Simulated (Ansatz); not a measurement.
# GeNHO (triplet): wave-function methods side by side, cc-pVDZ

One table from this session's results is given with a row withheld; the runs are named, their logs left out.

The runs use Ansatz 0.2.0, Gaussian basis; cc-pVDZ, core rule «outside noble gas», up to 16 orbitals frozen.

To be run: UHF; CCSD(T) on ROHF; CCSD(T) on UHF; BCCD(T) on ROHF; CISD as a restricted active space (open shells left free, so some higher excitations enter); CCSDT(Q) on ROHF; CCSDT(Q) on UHF.

4 further runs of the same task are left out: 4 set aside as unsound or not needed. Runs told in other sessions of the task aren't counted.

### The geometry

The geometry is a PBE0/def2-TZVP stationary point (not a proven minimum). No spin-orbit coupling is included. The filled d shell of Ge may be among the frozen orbitals whatever the setting's name suggests.

4 atoms, charge 0, spin multiplicity 3.

Atoms are counted from 1 here; the program's logs count them from 0.

Bond lengths: Ge1–N2 1.898 Å, N2–O3 1.262 Å, N2–H4 1.028 Å. Angles: Ge1–N2–O3 125.0°, Ge1–N2–H4 121.4°, O3–N2–H4 113.6°.

The first run:

File in.yaml:

```yaml
crystal:
  periodic: [false, false, false]
  atoms:
    - {symbol: Ge, position_ang: [0.000000, -0.025947, 0.700947]}
    - {symbol: N, position_ang: [0.000000, 0.451213, -1.136597]}
    - {symbol: O, position_ang: [0.000000, -0.367597, -2.096981]}
    - {symbol: H, position_ang: [0.000000, 1.434737, -1.434984]}
basis:
  gaussian: {orbitals: cc-pVDZ}
magnetization: {spin_polarized: true, initial_magnetization: 2}
hamiltonian: {xc: hf}
output: {orbitals: {seedname: orbitals}}
```

The run is started by

```bash
$ ansatz run in.yaml --threads 1 --pin off --events-out ev --progress --plain --max-ram 4096MiB --backend cpu
```

Among the steps run: UHF; CCSD(T) on ROHF; CCSD(T) on UHF; BCCD(T) on ROHF; CISD as a restricted active space (open shells left free, so some higher excitations enter); CCSDT(Q) on ROHF; CCSDT(Q) on UHF.

One table of the session follows, with a row left open; its other results are not shown here.

```
   method  from UCCSDT(Q) (kcal/mol)
     ROHF                    +274.17
      UHF                    +267.73
     RMP2                     +28.05
     UMP2                     +29.24
    RCCSD                          ?
    UCCSD                      +9.88
 RCCSD(T)                      +1.90
 UCCSD(T)                      +1.81
  BCCD(T)                      +1.77
   RCCSDT                      +1.17
   UCCSDT                      +1.06
RCCSDT(Q)                      +0.18
UCCSDT(Q)                          0
```

Q: Estimate the row for RCCSD from the others.

The run gave: from UCCSDT(Q) (kcal/mol): +10.13. In the column «from UCCSDT(Q) (kcal/mol)» it lies between UCCSD (+9.88) and RMP2 (+28.05).

Not comparable, so not listed: CISD as a restricted active space (open shells left free, so some higher excitations enter) (they don't share determinant, frozen orbitals or solution with the rows shown, or repeat one).

To keep in mind: Restricted and unrestricted rows rest on different reference determinants; a gap between their highest levels can come from leftover correlation error, from unlike frozen cores or from another state.
